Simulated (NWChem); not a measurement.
# the pair CH5BS···CH4O, step by step

Aim: the energy (singlet C2H9BOS, PBE-D3(BJ)/6-31+G*), then a single-point energy (singlet CH5BS, PBE-D3(BJ)/6-31+G*), then the energy (singlet CH4O, PBE-D3(BJ)/6-31+G*), then the energy (singlet CH5BS, PBE-D3(BJ)/6-31+G*), then the energy (singlet CH4O, PBE-D3(BJ)/6-31+G*) of C2H9BOS and its partners. 

Program for the calculation: NWChem 7.3.0.

## Step 1: The molecule

C2H9BOS has 14 atoms, charge 0, and is taken as a singlet. The two molecules were placed rigidly side by side, at 1.1 times their contact distance; the pair isn't optimised.

Bond lengths: C1–B2 1.558 Å, B2–S3 1.782 Å, C9–O10 1.409 Å, C1–H4 1.096 Å, C1–H5 1.096 Å, C1–H6 1.092 Å, B2–H7 1.195 Å, S3–H8 1.343 Å, C9–H11 1.090 Å, C9–H12 1.097 Å, C9–H13 1.097 Å, O10–H14 0.959 Å. Some angles: C1–B2–S3 119.7°, C1–B2–H7 121.8°, S3–B2–H7 118.5°, B2–C1–H4 109.6°, B2–C1–H5 109.5°, B2–C1–H6 115.2°, B2–S3–H8 98.9°, C9–O10–H14 108.5°, O10–C9–H11 107.0°, O10–C9–H12 112.4°.

## Step 2: The energy at PBE-D3(BJ)/6-31+G(d) (spherical functions) (run 1)

File mol.nw:

```
start mol
memory stack 880 mb heap 220 mb global 1100 mb

geometry noautosym nocenter noautoz
C    -0.644210    0.855040   -0.258840
B     0.331090   -0.354660   -0.147340
S     0.586590   -1.140860    1.431460
H    -1.425410    0.629840   -0.994140
H    -0.108310    1.721540   -0.663340
H    -1.124810    1.151740    0.675260
H     0.920790   -0.778060   -1.096840
H     1.464290   -2.084560    1.053760
C     0.892580   -3.353890    4.787090
O     0.117870   -4.116090    3.890240
H     1.918580   -3.714980    4.709970
H     0.566770   -3.474120    5.827780
H     0.888280   -2.285090    4.539470
H    -0.791740   -3.816530    3.942520
end

basis "ao basis" spherical bse
* library 6-31+G*
end

dft
xc xpbe96 cpbe96
disp vdw 4
grid fine
convergence energy 1e-08
iterations 100
mulliken
print low
end

task dft
```

Run with:

```
$ nwchem mol.nw > mol.out
```

Log, cut to the lines that bear on the results:

```text
[...]
 d= 0,ls=0.0,diis     1   -579.3854374414 -7.72D+02  1.20D-02  7.33D-01     3.4
[...]
 d= 0,ls=0.0,diis    11   -579.4680920598 -2.24D-10  8.89D-08  9.42D-11    28.4
         Total DFT energy =     -579.468092059803
      One electron energy =    -1176.698004165506
           Coulomb energy =      457.000218944948
    Exchange-Corr. energy =      -52.104280416976
 Nuclear repulsion energy =      192.341865016533
    Dispersion correction =       -0.007891438802
[...]
      Total Density - Mulliken Population Analysis
     ---------------------------------------------
    Atom       Charge   Shell Charges
 -----------   ------   -------------------------------------------------------
    1 C    6     6.92   2.00  0.66  2.15  0.74  1.13  0.12  0.10  0.02
    2 B    5     4.94   2.00  0.59  1.44  0.38  0.44  0.02  0.02  0.04
    3 S   16    16.05   2.00  2.00  5.96  1.36  3.11  0.52  1.06 -0.07  0.05  0.05
    4 H    1     0.76   0.51  0.24
    5 H    1     0.76   0.51  0.24
    6 H    1     0.77   0.52  0.25
    7 H    1     0.94   0.52  0.42
    8 H    1     0.87   0.50  0.37
    9 C    6     6.46   2.00  0.67  2.09  0.64  0.86  0.07  0.07  0.06
   10 O    8     8.60   2.00  0.91  2.92  0.98  1.65 -0.02  0.14  0.03
[...]
```

Run time: 29 s. Hardware: 1 thread of AMD EPYC 9R14 (Zen 4), shared host; peak memory 0.13 GiB.

## Step 3: CH5BS: a single-point energy at PBE-D3(BJ)/6-31+G(d) (spherical functions) (run 2)

File m1.nw:

```
start m1
memory stack 880 mb heap 220 mb global 1100 mb
geometry units angstrom noautosym nocenter noautoz
  C    -0.644210    0.855040   -0.258840
  B     0.331090   -0.354660   -0.147340
  S     0.586590   -1.140860    1.431460
  H    -1.425410    0.629840   -0.994140
  H    -0.108310    1.721540   -0.663340
  H    -1.124810    1.151740    0.675260
  H     0.920790   -0.778060   -1.096840
  H     1.464290   -2.084560    1.053760
end
basis spherical bse
  * library 6-31+G*
end
dft
  xc xpbe96 cpbe96
  disp vdw 4
  grid fine
  convergence energy 1e-08
  iterations 100
  mulliken
  print low
end
task dft energy
```

Run with:

```
$ nwchem m1.nw > m1.out
```

Log, cut to the lines that bear on the results:

```text
[...]
 d= 0,ls=0.0,diis     1   -463.8468798052 -5.52D+02  1.25D-02  3.19D-01     1.3
[...]
 d= 0,ls=0.0,diis    10   -463.8854517513 -4.09D-09  5.46D-07  1.16D-09     9.4
         Total DFT energy =     -463.885451751280
      One electron energy =     -812.682667528586
           Coulomb energy =      297.123234377017
    Exchange-Corr. energy =      -36.755001839880
 Nuclear repulsion energy =       88.433896602954
    Dispersion correction =       -0.004913362785
[...]
      Total Density - Mulliken Population Analysis
     ---------------------------------------------
    Atom       Charge   Shell Charges
 -----------   ------   -------------------------------------------------------
    1 C    6     6.90   2.00  0.66  2.15  0.73  1.13  0.11  0.10  0.02
    2 B    5     4.94   2.00  0.59  1.44  0.38  0.45  0.02  0.03  0.04
    3 S   16    16.05   2.00  2.00  5.96  1.36  3.11  0.53  1.06 -0.06  0.05  0.05
    4 H    1     0.76   0.51  0.25
    5 H    1     0.76   0.51  0.25
    6 H    1     0.77   0.52  0.25
    7 H    1     0.94   0.52  0.42
    8 H    1     0.87   0.50  0.37
[...]
```

It took 10 s on 1 thread of AMD EPYC 9R14 (Zen 4), shared host; peak memory 0.12 GiB.

## Step 4: CH4O: the energy at PBE-D3(BJ)/6-31+G(d) (spherical functions) (run 3)

File mymol.nw:

```
START mymol
TITLE "CH4O energy"
memory total 2200 mb

GEOMETRY noautosym nocenter noautoz
 C     0.892580   -3.353890    4.787090
 O     0.117870   -4.116090    3.890240
 H     1.918580   -3.714980    4.709970
 H     0.566770   -3.474120    5.827780
 H     0.888280   -2.285090    4.539470
 H    -0.791740   -3.816530    3.942520
END

BASIS spherical bse
 * library 6-31+G*
END

DFT
 xc xpbe96 cpbe96
 mult 1
 disp vdw 4
 grid fine
 convergence energy 1e-08
 iterations 100
 mulliken
 noprint "final vectors analysis"
END

TASK dft energy
```

Run with:

```
$ nwchem mymol.nw > mymol.out
```

Log, cut to the lines that bear on the results:

```text
[...]
          Wavefunction type:  closed shell.
          No. of atoms     :     6
          No. of electrons :    18
[...]
          Charge           :     0
          Spin multiplicity:     1
[...]
          AO basis - number of functions:    44
[...]
              XC Information
              --------------
          PerdewBurkeErnzerhof Exchange Functional  1.000
            Perdew 1991 LDA Correlation Functional  1.000 local
           PerdewBurkeErnz. Correlation Functional  1.000 non-local
[...]
 d= 0,ls=0.0,diis     1   -115.5347162304 -1.56D+02  2.42D-02  4.21D-01     0.4
[...]
 d= 0,ls=0.0,diis     8   -115.5798480515 -2.25D-09  3.17D-06  2.56D-08     2.3
         Total DFT energy =     -115.579848051532
      One electron energy =     -237.048670493621
           Coulomb energy =       96.361760178854
    Exchange-Corr. energy =      -15.349000664978
 Nuclear repulsion energy =       40.457961977370
    Dispersion correction =       -0.001899049158
[...]
      Total Density - Mulliken Population Analysis
     ---------------------------------------------
    Atom       Charge   Shell Charges
 -----------   ------   -------------------------------------------------------
    1 C    6     6.44   2.00  0.67  2.09  0.64  0.86  0.06  0.07  0.06
    2 O    8     8.61   2.00  0.91  2.92  0.98  1.65 -0.00  0.14  0.03
    3 H    1     0.79   0.53  0.26
    4 H    1     0.81   0.53  0.28
    5 H    1     0.81   0.53  0.28
    6 H    1     0.55   0.49  0.06
[...]
```

It took 2.9 s on 1 thread of AMD EPYC 9R14 (Zen 4), shared host; peak memory 0.12 GiB.

## Step 5: CH5BS among ghost functions: the energy at PBE-D3(BJ)/6-31+G(d) (spherical functions, with ghost functions) (run 4)

File run.nw:

```
echo
start run
title "CH5BS PBE"
memory stack 880 mb heap 220 mb global 1100 mb

geometry units atomic noautosym nocenter noautoz
  C   -1.21738047   1.61579143  -0.48913671
  B    0.62566942  -0.67021027  -0.27843225
  S    1.10849445  -2.15591295   2.70506736
  H   -2.69363452   1.19022510  -1.87865233
  H   -0.20467624   3.25323911  -1.25353093
  H   -2.12558284   2.17647317   1.27605646
  H    1.74004092  -1.47032031  -2.07272720
  H    2.76710707  -3.93924749   1.99131780
  bqC      1.686732    -6.337934     9.046289
  bqO      0.222742    -7.778283     7.351488
  bqH      3.625591    -7.020295     8.900553
  bqH      1.071040    -6.565135    11.012908
  bqH      1.678606    -4.318194     8.578355
  bqH     -1.496172    -7.212196     7.450283
end

basis spherical bse
  C library 6-31+G*
  B library 6-31+G*
  S library 6-31+G*
  H library 6-31+G*
  bqC library C 6-31+G*
  bqO library O 6-31+G*
  bqH library H 6-31+G*
end

dft
  xc xpbe96 cpbe96
  disp vdw 4
  grid fine
  convergence energy 1e-08
  maxiter 100
  mulliken
  noprint "final vectors analysis"
end

task dft energy
```

Run with:

```
$ nwchem run.nw > run.out
```

Log, cut to the lines that bear on the results:

```text
[...]
          Wavefunction type:  closed shell.
          No. of atoms     :    14
          No. of electrons :    32
[...]
          Charge           :     0
          Spin multiplicity:     1
[...]
          AO basis - number of functions:   112
[...]
              XC Information
              --------------
          PerdewBurkeErnzerhof Exchange Functional  1.000
            Perdew 1991 LDA Correlation Functional  1.000 local
           PerdewBurkeErnz. Correlation Functional  1.000 non-local
[...]
 d= 0,ls=0.0,diis     1   -463.8470005950 -5.52D+02  7.66D-03  3.20D-01     3.2
[...]
 d= 0,ls=0.0,diis    10   -463.8855934663 -4.13D-09  3.36D-07  1.18D-09    24.8
         Total DFT energy =     -463.885593466321
      One electron energy =     -812.679534014832
           Coulomb energy =      297.119405819690
    Exchange-Corr. energy =      -36.754442068778
 Nuclear repulsion energy =       88.433890160129
    Dispersion correction =       -0.004913362529
[...]
      Total Density - Mulliken Population Analysis
     ---------------------------------------------
    Atom       Charge   Shell Charges
 -----------   ------   -------------------------------------------------------
    1 C    6     6.91   2.00  0.66  2.15  0.74  1.13  0.12  0.10  0.02
    2 B    5     4.94   2.00  0.59  1.44  0.38  0.44  0.02  0.02  0.04
    3 S   16    16.04   2.00  2.00  5.96  1.36  3.11  0.53  1.06 -0.07  0.05  0.05
    4 H    1     0.76   0.51  0.24
    5 H    1     0.76   0.51  0.24
    6 H    1     0.77   0.52  0.25
    7 H    1     0.94   0.52  0.42
    8 H    1     0.88   0.50  0.37
    9 X    0    -0.00  -0.00 -0.00  0.00  0.00  0.00 -0.00 -0.00  0.00
   10 X    0    -0.00  -0.00 -0.00 -0.00  0.00  0.00 -0.00 -0.00  0.00
[...]
```

Run time: 26 s. Hardware: 1 thread of AMD EPYC 9R14 (Zen 4), shared host; peak memory 0.13 GiB.

## Step 6: CH4O among ghost functions: the energy at PBE-D3(BJ)/6-31+G(d) (spherical functions, with ghost functions) (run 5)

File ch4o.nw:

```
echo
start ch4o
memory total 2200 mb

geometry units au noautosym nocenter noautoz
C   1.68673174 -6.33793355  9.04628903
O   0.22274202 -7.77828280  7.35148816
H   3.62559075 -7.02029476  8.90055336
H   1.07104008 -6.56513532 11.01290811
H   1.67860592 -4.31819427  8.57835505
H  -1.49617176 -7.21219645  7.45028304
bqC     -1.217380     1.615791    -0.489137
bqB      0.625669    -0.670210    -0.278432
bqS      1.108494    -2.155913     2.705067
bqH     -2.693635     1.190225    -1.878652
bqH     -0.204676     3.253239    -1.253531
bqH     -2.125583     2.176473     1.276056
bqH      1.740041    -1.470320    -2.072727
bqH      2.767107    -3.939247     1.991318
end

basis spherical bse
C library 6-31+G*
O library 6-31+G*
H library 6-31+G*
bqC library C 6-31+G*
bqB library B 6-31+G*
bqS library S 6-31+G*
bqH library H 6-31+G*
end

dft
xc xpbe96 cpbe96
disp vdw 4
grid fine
convergence energy 1e-08
iterations 100
mulliken
print low
end

task dft energy
```

Run with:

```
$ nwchem ch4o.nw > ch4o.out
```

Log, cut to the lines that bear on the results:

```text
[...]
 d= 0,ls=0.0,diis     1   -115.5348129866 -1.56D+02  9.67D-03  4.21D-01     2.6
[...]
 d= 0,ls=0.0,diis     8   -115.5800002372 -2.27D-09  1.30D-06  2.70D-08    17.0
         Total DFT energy =     -115.580000237209
      One electron energy =     -237.046078182403
           Coulomb energy =       96.358700868158
    Exchange-Corr. energy =      -15.348683004257
 Nuclear repulsion energy =       40.457959130423
    Dispersion correction =       -0.001899049128
[...]
      Total Density - Mulliken Population Analysis
     ---------------------------------------------
    Atom       Charge   Shell Charges
 -----------   ------   -------------------------------------------------------
    1 C    6     6.46   2.00  0.67  2.09  0.64  0.86  0.07  0.07  0.06
    2 O    8     8.60   2.00  0.91  2.92  0.98  1.65 -0.01  0.14  0.03
    3 H    1     0.78   0.53  0.25
    4 H    1     0.81   0.53  0.28
    5 H    1     0.81   0.53  0.28
    6 H    1     0.54   0.49  0.05
    7 X    0    -0.00  -0.00  0.00 -0.00 -0.00 -0.00  0.00 -0.00 -0.00
    8 X    0    -0.00  -0.00 -0.00 -0.00  0.00  0.00 -0.00  0.00 -0.00
    9 X    0    -0.00   0.00  0.00 -0.00  0.00 -0.00 -0.00  0.00  0.00 -0.00 -0.00
   10 X    0    -0.00  -0.00 -0.00
[...]
```

Run time: 18 s. Hardware: 1 thread of AMD EPYC 9R14 (Zen 4), shared host; peak memory 0.13 GiB.

## Step 7: Outcome

| quantity | value |
| --- | --- |
| run 1, PBE-D3(BJ)/6-31+G*: total energy | -579.46809 Eh |
| run 1, PBE-D3(BJ)/6-31+G*: dispersion energy | -20.72 kJ/mol |
| CH5BS: total energy | -463.88545 Eh |
| CH5BS: dispersion energy | -12.90 kJ/mol |
| CH4O: total energy | -115.57985 Eh |
| CH4O: dipole moment | 1.85 D |
| CH4O: dispersion energy | -4.99 kJ/mol |
| CH5BS among ghost functions: total energy | -463.88559 Eh |
| CH5BS among ghost functions: dipole moment | 0.65 D |
| CH5BS among ghost functions: dispersion energy | -12.90 kJ/mol |
| CH4O among ghost functions: total energy | -115.58000 Eh |
| CH4O among ghost functions: dispersion energy | -4.99 kJ/mol |
| interaction energy of the rigid parts CH5BS and CH4O (parts in their own basis; closest atoms 3.33 Å apart) | -0.076 eV |
| interaction energy of the rigid parts CH5BS and CH4O (parts in the whole basis, counterpoise; closest atoms 3.33 Å apart) | -0.068 eV |

What this shows: The interaction energy of the rigid parts CH5BS and CH4O (parts in their own basis; closest atoms 3.33 Å apart) is −0.08 eV (−7.3 kJ/mol): the parts attract. Without counterpoise this holds the superposition error of the basis. The interaction energy of the rigid parts CH5BS and CH4O (parts in the whole basis, counterpoise; closest atoms 3.33 Å apart) is −0.07 eV (−6.6 kJ/mol): the parts attract. The basis-set superposition error is 0.8 kJ/mol. Mulliken charges (CH5BS) run from -0.90 on C1 to +0.24 on H4; in a basis this large or diffuse they mean little.
